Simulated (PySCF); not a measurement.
# C5H14Sn (SnEtMe3): the cost of one run

The runs use PySCF 2.14.0, with density-fitted response routines of our own; the level of theory stands in each step. All values are computed, except where a source is named. Atoms count from 0, in the outputs and in this text.

### 1 The starting structure

20 atoms, charge 0, multiplicity 1; geometry from: GFN2-xTB. The atoms were then displaced at random by about 0.03 Å, so the start is not that level's minimum.

Bonds of the start (Å): Sn0–C1 2.20, Sn0–C8 2.12, Sn0–C12 2.37, Sn0–C16 2.15, C1–C2 1.49, C1–H3 0.98, C1–H4 1.08, C2–H5 1.11, C2–H6 1.04, C2–H7 1.18, C8–H9 1.11, C8–H10 1.09, C8–H11 1.07, C12–H13 1.03, C12–H14 1.08, C12–H15 1.02, C16–H17 1.06, C16–H18 1.11, C16–H19 1.06.

### 2 Optimising the geometry at PBE0-D3(BJ)/def2-SVP

The job: settings as JSON, then the geometry in Å.

```
{"job": {"xc": "PBE0", "basis": "def2-SVP", "d3": "d3bj", "grid": 1, "maxiter": 40, "shake": 0.03, "kind": "geom"}, "charge": 0, "multiplicity": 1}
Sn    -0.061060     0.182950    -0.425140
C     -0.143380     0.197200     1.773420
C      0.427250    -1.053480     2.336560
H     -1.057310     0.315090     2.105590
H      0.404760     1.065970     2.105520
H      0.443790    -0.994900     3.443660
H     -0.024640    -1.937560     2.039030
H      1.572430    -1.134880     2.043500
C      1.937220     0.271410    -1.136170
H      1.932890     0.262770    -2.247870
H      2.442050    -0.642300    -0.837930
H      2.498360     1.129440    -0.818840
C     -1.229200     2.102360    -1.182580
H     -1.174030     2.115070    -2.215730
H     -0.670860     2.930020    -0.772950
H     -2.180040     2.122300    -0.807690
C     -1.149930    -1.479350    -1.236680
H     -1.289090    -1.416240    -2.288820
H     -2.149180    -1.630670    -0.786440
H     -0.667600    -2.391080    -0.991090
```

Command:

```
$ OMP_NUM_THREADS=1 python probes_run.py task.json out
```

One launch serves the whole session: the jobs run in the order shown.

**Question.** How long does this first job take on 1 thread of AMD EPYC, shared host, and how much memory does it need?

About 4.6 min, with a peak of 0.7 GiB.
